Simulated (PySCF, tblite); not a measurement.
# C5H13PS: geometry, infrared bands and NMR shifts

Aim: predict the infrared bands and NMR shifts of C5H13PS (`C=P(C)(C)CSC`).

Programs: tblite 0.8.0 and PySCF 2.14.0, with density-fitted response routines of our own. Each step states its level of theory. These are calculated values for one molecule in the gas phase, unless marked as measured. Atoms count from 0, in the outputs and in this text.

## Step 1: The starting structure

20 atoms, charge 0, multiplicity 1; geometry from: force field or distance geometry start.

Bonds of the start (Å): C0–P1 1.75, P1–C2 1.74, P1–C3 1.74, P1–C4 1.75, C4–S5 1.81, S5–C6 1.81, C0–H7 1.09, C0–H8 1.10, C2–H9 1.09, C2–H10 1.09, C2–H11 1.11, C3–H12 1.10, C3–H13 1.09, C3–H14 1.09, C4–H15 1.10, C4–H16 1.09, C6–H17 1.10, C6–H18 1.09, C6–H19 1.10.

## Step 2: Relaxing the molecule with GFN2-xTB

Job settings and geometry (Å):

```
{"job": {"kind": "relax", "xc": "GFN2-xTB", "basis": "xTB"}, "charge": 0, "multiplicity": 1}
C     -1.481100    -1.489600     0.807300
P     -0.873800    -0.174500    -0.180700
C     -1.794300     1.166400     0.427100
C     -1.279700    -0.719200    -1.785400
C      0.819600    -0.212000     0.266300
S      1.608900     1.108300    -0.691800
C      3.308300     0.891200    -0.098800
H     -1.517800    -2.515000     0.434400
H     -1.853100    -1.315700     1.831700
H     -1.561400     2.085300    -0.116400
H     -1.614400     1.357000     1.482600
H     -2.881600     0.997500     0.304200
H     -2.361300    -0.884000    -1.875600
H     -0.979100     0.010200    -2.531400
H     -0.778100    -1.657100    -2.022800
H      0.964000    -0.023500     1.339000
H      1.283800    -1.164200     0.004200
H      3.670600    -0.117100    -0.345700
H      3.956200     1.628100    -0.569500
H      3.359300     1.038600     0.993000
```

Started as:

```sh
> OMP_NUM_THREADS=1 python probes_run.py task.json out
```

This one command runs all jobs of the session in turn.

**Question.** This job is followed by: GFN2-xTB harmonic vibrations, gas phase; GIAO PBE0/pcSseg-1 NMR shielding, non-relativistic, gas phase. What will the session give for the following? strongest single infrared mode (GFN2-xTB); zero-point energy (GFN2-xTB); 13C shifts against TMS (PBE0/pcSseg-1, means over atoms taken as alike); 1H shifts against TMS (PBE0/pcSseg-1, means over atoms taken as alike); 31P shifts against H3PO4 (PBE0/pcSseg-1); 33S shifts against CS2 (PBE0/pcSseg-1); surface potential, 1st and 99th percentile.

As calculated:

| quantity | value |
| --- | --- |
| strongest single infrared mode (GFN2-xTB) | 1021 cm⁻¹, 173 km/mol |
| zero-point energy (GFN2-xTB) | 101.5 kcal/mol |
| 13C shifts against TMS (PBE0/pcSseg-1, means over atoms taken as alike) | 48.1, 24.9, 15.7, 4.5 ppm |
| 1H shifts against TMS (PBE0/pcSseg-1, means over atoms taken as alike) | 2.16, 2.13, 1.47, 0.06 ppm |
| 31P shifts against H3PO4 (PBE0/pcSseg-1) | -17.6 ppm |
| 33S shifts against CS2 (PBE0/pcSseg-1) | -51 ppm |
| surface potential, 1st and 99th percentile | -2.01 V and 0.98 V |

What this shows: Relaxing lowered the energy by 1.915 eV in 63 steps; the close pair that moved most is P1–C4, from 1.752 to 1.893 Å. No mode is imaginary among the 54: a minimum at this level. The strongest single mode, at 1021 cm⁻¹, moves mainly P1 and C0. Unscaled tight-binding wavenumbers are off by several per cent, some by more. Its intensities can rank the bands wrongly. At PBE0/pcSseg-1: The widest tensor belongs to S5: span 362 ppm, with a paramagnetic part of -505 ppm.
